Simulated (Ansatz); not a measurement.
This was printed by a script on the Python package of Ansatz (0.2.0), for a convergence test of the k-point mesh of ZnRe, space group P-6m2. What did the script look like? Use (first run): PBE, PAW, cutoff 422 eV, 4×4×2 k-points, Fermi-Dirac smearing of 0.15 eV. The script varies spacing (1/A): 0.8, 0.6, 0.5, 0.4, 0.33.

```
Zn Re
1.0
     2.74822    0.00000    0.00000
    -1.37411    2.38003    0.00000
     0.00000    0.00000    4.49407
Zn Re
1 1
Cartesian
  0.0000 0.0000 0.0000
  0.0000 1.5867 2.2470
```

```console
$ python kconv.py
  spacing (1/A)    F/atom (eV)    iterations    gap by band count (eV)    k-points
---------------  -------------  ------------  ------------------------  ----------
         0.8000     -7093.3179             7                   -2.1824           8
         0.6000     -7093.3232             6                   -2.1171          10
         0.5000     -7093.3442             6                   -2.7497          14
         0.4000     -7093.3413             7                   -2.4630          24
         0.3300     -7093.3335             7                   -2.3218          30
0.8: +15.68 meV/atom
0.6: +10.31 meV/atom
0.5: -10.65 meV/atom
0.4: -7.71 meV/atom
```

One script that gives this output:

The script, `kconv.py`:
```python
'''k-point test for ZnRe.'''

import warnings

import ansatz as az
from pymatgen.core import Lattice, Structure
from pymatgen.io.ase import AseAtomsAdaptor
from tabulate import tabulate


def main() -> None:
    warnings.simplefilter('ignore', az.DeckWarning)

    pmg_structure = Structure(
        Lattice([[2.7482, 0.0, 0.0], [-1.3741, 2.38, 0.0], [0.0, 0.0, 4.4941]]),
        ['Zn', 'Re'],
        [
            [0.0, 0.0, 0.0],
            [1 / 3, 2 / 3, 0.5],
        ],
    )
    structure = az.Crystal.from_ase(AseAtomsAdaptor.get_atoms(pmg_structure))

    setup = (
        structure.calculation()
        .functional('pbe')
        .basis(31 * az.Ry)
        .occupations('fermi_dirac', width=0.15)
        .band_table()
    )

    rows = []
    for value in [0.8, 0.6, 0.5, 0.4, 0.33]:
        data = setup.kpoints(spacing=value).run().report
        rows.append((value, data['free_energy_ev'] / len(data['lattice']['sites']), data['n_iterations'], data['gap_by_band_count_ev'], data['n_kpoints']))

    print(tabulate(rows, headers=['spacing (1/A)', 'F/atom (eV)', 'iterations', 'gap by band count (eV)', 'k-points'], floatfmt='.4f', tablefmt='simple'))

    # differences from the last row
    for row in rows[:-1]:
        shift = 1000 * (row[1] - rows[-1][1])
        print(f'{row[0]}: {shift:+.2f} meV/atom' + ('  (within 1 meV)' if abs(shift) < 1 else ''))


if __name__ == '__main__':
    main()
```

Caveats:
- The smearing is wide enough that free energy and stress hold a thermal part of the electrons.
- A gap by band count of zero or less means overlapping bands, a metal, and at an odd count of electrons it is no gap at all.
- This cell is a computed structure, which may not be the phase found in nature.
- Gaps and levels are Kohn-Sham values on a finite set of k-points, without spin-orbit coupling.
- Shifts are counted from the finest mesh, which is itself no proven limit.

(Lines on the test bed's own set-up are left out of the output.)
